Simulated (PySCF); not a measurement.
# C4H10BOP: electronic excitations

Wanted: the electronic excitations of C4H10BOP (`C/C=C\B(P)OC`), by calculation.

Computed with PySCF 2.14.0, with density-fitted response routines of our own, on a single molecule in the gas phase. Atoms count from 0, in the outputs and in this text.

## Step 1: Starting geometry

17 atoms, charge 0, multiplicity 1; geometry from: GFN2-xTB.

Bonds of the start (Å): C0–C1 1.49, C1–C2 1.33, C2–B3 1.56, B3–P4 1.95, B3–O5 1.33, O5–C6 1.40, C0–H7 1.08, C0–H8 1.09, C0–H9 1.09, C1–H10 1.09, C2–H11 1.09, P4–H12 1.38, P4–H13 1.38, C6–H14 1.09, C6–H15 1.09, C6–H16 1.10.

## Step 2: Ultraviolet spectrum: B3LYP/def2-SVPD

Job settings and geometry (Å):

```
{"job": {"kind": "uv", "xc": "B3LYP", "basis": "def2-SVPD", "nstates": 8, "ntriplets": 3}, "charge": 0, "multiplicity": 1}
C      1.493838    -1.980630    -0.023252
C      1.937605    -0.703787     0.597557
C      1.250632     0.439829     0.641162
B     -0.169359     0.761859     0.078873
P     -0.835750     2.578129     0.290332
O     -0.871080    -0.156749    -0.587555
C     -2.137557     0.056502    -1.156139
H      0.489061    -1.892593    -0.418734
H      2.177103    -2.249353    -0.829434
H      1.527590    -2.783242     0.713370
H      2.926697    -0.745986     1.044584
H      1.748982     1.270834     1.134164
H     -1.990074     2.241346     0.977508
H     -0.141156     2.868571     1.446824
H     -2.237618    -0.606277    -2.017457
H     -2.915751    -0.183519    -0.425804
H     -2.260160     1.097097    -1.475909
```

With the program's defaults for keys left out, this is: TDDFT B3LYP/def2-SVPD, vertical, gas phase, core orbitals frozen in the response.

Run with:

```sh
> OMP_NUM_THREADS=1 python probes_run.py task.json out
```

This one command runs all jobs of the session in turn.

The program printed:

```text
coarse grid: 14344 points
cycle   1  E = -599.4509710214  dE =  6.343e-01  |g| = 6.628e-01  |ddm| = 8.777e+00
cycle   2  E = -599.2899830706  dE =  1.610e-01  |g| = 1.110e+00  |ddm| = 2.670e+00
cycle   3  E = -599.5429104121  dE = -2.529e-01  |g| = 1.482e-01  |ddm| = 1.330e+00
cycle   4  E = -599.5477266477  dE = -4.816e-03  |g| = 4.050e-02  |ddm| = 3.447e-01
cycle   5  E = -599.5481358825  dE = -4.092e-04  |g| = 9.948e-03  |ddm| = 1.128e-01
cycle   6  E = -599.5481626971  dE = -2.681e-05  |g| = 3.423e-03  |ddm| = 3.226e-02
cycle   7  E = -599.5481655063  dE = -2.809e-06  |g| = 1.189e-03  |ddm| = 8.270e-03
final grid: 132896 points
cycle   8  E = -599.6405708133  dE = -5.038e-05  |g| = 5.791e-03  |ddm| = 2.135e-01
cycle   9  E = -599.6405652840  dE =  5.529e-06  |g| = 7.584e-03  |ddm| = 2.789e-02
cycle  10  E = -599.6405791614  dE = -1.388e-05  |g| = 1.250e-03  |ddm| = 1.353e-02
cycle  11  E = -599.6405795251  dE = -3.637e-07  |g| = 1.849e-04  |ddm| = 2.401e-03
cycle  12  E = -599.6405795326  dE = -7.518e-09  |g| = 9.341e-05  |ddm| = 7.144e-04
cycle  13  E = -599.6405795347  dE = -2.172e-09  |g| = 2.660e-05  |ddm| = 2.061e-04
cycle  14  E = -599.6405795349  dE = -1.577e-10  |g| = 7.824e-06  |ddm| = 6.129e-05
converged SCF energy = -599.6405795349

Static polarisability (au): isotropic 98.282, principal 70.932 95.702 128.212

Singlet excitations
state   eV       nm        f      main configurations
  1   4.5683    271.4   0.05733   H->L 0.90
  2   5.6439    219.7   0.38792   H-1->L 0.82
  3   5.9530    208.3   0.01248   H->L+1 0.76, H-2->L 0.20
  4   6.0155    206.1   0.02053   H-2->L 0.66, H->L+1 0.22
  5   6.4627    191.8   0.04162   H->L+3 0.85
  6   6.5201    190.2   0.02065   H-1->L+1 0.90
  7   6.7696    183.1   0.00884   H->L+2 0.65, H-3->L 0.15, H-4->L 0.09
  8   6.7858    182.7   0.01636   H-3->L 0.48, H-4->L 0.24, H->L+2 0.20

Triplet excitations (Tamm-Dancoff, eV): 3.7233 4.1176 5.4990
```

It took 74 s on 1 thread of Arm Neoverse N1, shared host; peak memory 0.85 GiB.

The orbitals next to the gap, with their largest atomic shares:

```csv
orbital,eV,atoms
HOMO−3,-9.23,"O5 25 %, C2 14 %, B3 10 %"
HOMO−2,-8.27,"P4 27 %, O5 20 %, B3 12 %"
HOMO−1,-7.25,"C2 33 %, C1 28 %, O5 9 %"
HOMO,-6.70,"P4 53 %, B3 13 %, C2 7 %"
LUMO,-1.27,"C1 24 %, B3 22 %, C2 18 %"
LUMO+1,0.09,"B3 32 %, C6 11 %, P4 11 %"
LUMO+2,0.77,"C6 14 %, C1 12 %, H15 9 %"
```

With each of the 8 states as a Gaussian band of 0.4 eV half-width at 1/e, the curve within the window shown has maxima at 271 nm (ε 2,300), 219 nm (ε 16,000) L/(mol cm). Beyond the last state computed it falls off for lack of states. The curve at chosen wavelengths:

(nm, ε (L/mol/cm)): (175, 832), (180, 1856), (186, 3074), (191, 3574), (197, 4124), (202, 5855), (208, 10169), (213, 14179), (219, 16394), (224, 14981), (230, 10716), (235, 6913), (241, 3623), (246, 2195), (252, 1667), (257, 1776), (263, 2102), (268, 2297), (274, 2301), (279, 2110), (285, 1727), (290, 1359), (296, 945), (301, 659), (307, 403), (312, 256)

Further results of this job:

```csv
property,computed
dipole moment (D),1.49
polarisability (Å³),14.56
HOMO–LUMO gap (eV),5.43
−ε(HOMO) (eV),6.70
```

## Step 3: Outcome

```
                                quantity                        value
        lowest singlet (B3LYP/def2-SVPD)  4.57 eV (271 nm), f = 0.057
brightest single state of those computed  state 2, 5.64 eV, f = 0.388
                          lowest triplet                      3.72 eV
```

What this shows: The first singlet state (HOMO→LUMO 0.90) lies at 4.57 eV and is bright; of the 8 states computed, the strongest absorption comes from state 2 at 5.64 eV. The lowest triplet lies 0.84 eV below the lowest singlet (triplets in Tamm-Dancoff, singlets in full TDDFT).
